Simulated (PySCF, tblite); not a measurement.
**C₆H₄ClO₂ radical: geometry, infrared bands and EPR parameters**

Wanted: the infrared bands and EPR parameters of C₆H₄ClO₂ radical (`Oc1c[c]c(Cl)cc1O`), by calculation.

The runs use tblite 0.8.0 and PySCF 2.14.0, with density-fitted response routines of our own; the level of theory stands in each step. All values are computed, except where a source is named. Atoms are numbered from 0 throughout.

## 1. The molecule as given

13 atoms, charge 0, multiplicity 2; geometry from: force field or distance geometry start.

Bonds of the start (Å): O0–C1 1.35, C1–C2 1.40, C2–C3 1.38, C3–C4 1.39, C4–Cl5 1.72, C4–C6 1.39, C6–C7 1.38, C7–O8 1.36, C7–C1 1.40, O0–H9 0.99, C2–H10 1.09, C6–H11 1.08, O8–H12 0.97.

## 2. Relaxing the molecule with GFN2-xTB

Job settings and geometry (Å):

```
{"job": {"kind": "relax", "xc": "GFN2-xTB", "basis": "xTB"}, "charge": 0, "multiplicity": 2}
O     -2.336200    -0.603200    -0.121600
C     -0.988300    -0.509000    -0.178700
C     -0.248300    -1.577900    -0.687800
C      1.131000    -1.476000    -0.747900
C      1.771200    -0.338400    -0.258700
Cl     3.483000    -0.253000    -0.340800
C      1.043600     0.734600     0.255800
C     -0.336000     0.636400     0.307700
O     -1.120400     1.631800     0.804700
H     -2.640100     0.243600     0.281200
H     -0.764600    -2.464200    -1.058800
H      1.554500     1.610900     0.624000
H     -0.553700     2.364900     1.103300
```

Launch:

```console
OMP_NUM_THREADS=1 python probes_run.py task.json out
```

The driver reads the jobs from task.json and runs them one after another.

**Question.** This job is followed by: GFN2-xTB harmonic vibrations, gas phase; UKS B3LYP, pcH-1 on C Cl H O, non-relativistic, mean-field spin-orbit, GIAO. Predict these results of the whole session: strongest single infrared mode (GFN2-xTB); zero-point energy (GFN2-xTB); g(iso) (B3LYP); ⟨S²⟩; largest a(iso); surface potential, 1st and 99th percentile.

As calculated:

| quantity | value |
| --- | --- |
| strongest single infrared mode (GFN2-xTB) | 1462 cm⁻¹, 396 km/mol |
| zero-point energy (GFN2-xTB) | 51.9 kcal/mol |
| g(iso) (B3LYP) | 2.00163 |
| ⟨S²⟩ | 0.758 (exact 0.75) |
| largest a(iso) | 13C on C3, 425.7 MHz |
| surface potential, 1st and 99th percentile | -1.06 V and 3.04 V |

Over 17 steps the energy fell by 0.099 eV; of the close pairs, C3–C4 changed most, 1.394 to 1.362 Å. All 33 modes are real, so the xTB geometry is a minimum. The strongest single mode, at 1462 cm⁻¹, is spread over several atoms, C1, C7, C2 among them. GFN2-xTB is a fitted tight-binding method: band positions and strengths are rough. Its intensities can rank the bands wrongly. Most of the unpaired spin sits on C3 (1.02 e). The isotropic g lies 0.7 ppt below the free-electron value.
